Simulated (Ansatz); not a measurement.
# Ti: the cost of one run

Program: Ansatz 0.2.0. Level of theory: DFT PBEsol, scalar-relativistic, plane waves, PAW. These are calculated values, not measurements.

**1. The system as given**

The structure is cubic, space group Fm-3m (No. 225). Conventional cell: a = 4.060 Å, b = 4.060 Å, c = 4.060 Å, α = 90.00°, β = 90.00°, γ = 90.00°. Around Ti (site symmetry m-3m) lie 12 Ti at 2.87 Å.

As a file:

```xyz
1
Lattice="0.0000 2.0300 2.0300 2.0300 0.0000 2.0300 2.0300 2.0300 0.0000" Properties=species:S:1:pos:R:3 pbc="T T T"
Ti    0.0000    0.0000    0.0000
```

The cell is taken as given, not relaxed at this level.

**2. The reference cell**

Reference values: F = -2473.8491 eV; pressure -0.36 GPa; largest force 0.000 eV/Å; gap on the mesh none (metal). It was computed beforehand with the settings of the runs below.

**3. Setting up energy and stress against strain**

The cell is strained by ε times the Voigt pattern (1, -1, 0, 0, 0, 0) (xx, yy, zz, yz, xz, xy; engineering shear), with fractional coordinates fixed (clamped ions). The stress on the pattern is the sum of the stress components weighted by it, tension positive.

**4. ε = -0.0200**

Contents of input.yaml:

```yaml
crystal:
  lattice:
    - [0.0, 2.0706, 2.03]
    - [1.9894, 0.0, 2.03]
    - [1.9894, 2.0706, 0.0]
  atoms:
    - { symbol: Ti, position: [0.0, 0.0, 0.0] }
basis:
  ecutwfc: 420
kpoints:
  mp_grid: { grid: [10, 10, 10] }
hamiltonian:
  xc: pbesol
scf:
  occupations: { method: gaussian, width: 0.15 }
output:
  forces: true
  stress: true
  eigenvalues: true
```

The run is started by

```sh
$ ansatz run input.yaml --threads 1 --pin off --max-ram 2560MiB --backend cpu --events-out ev --progress --plain --runs-dir out
```

Q: Estimate wall time and peak memory on 1 thread of Intel Xeon at 2.50GHz (Skylake/Cascade Lake), shared host.

About 5.2 s, with a peak of 0.33 GiB.
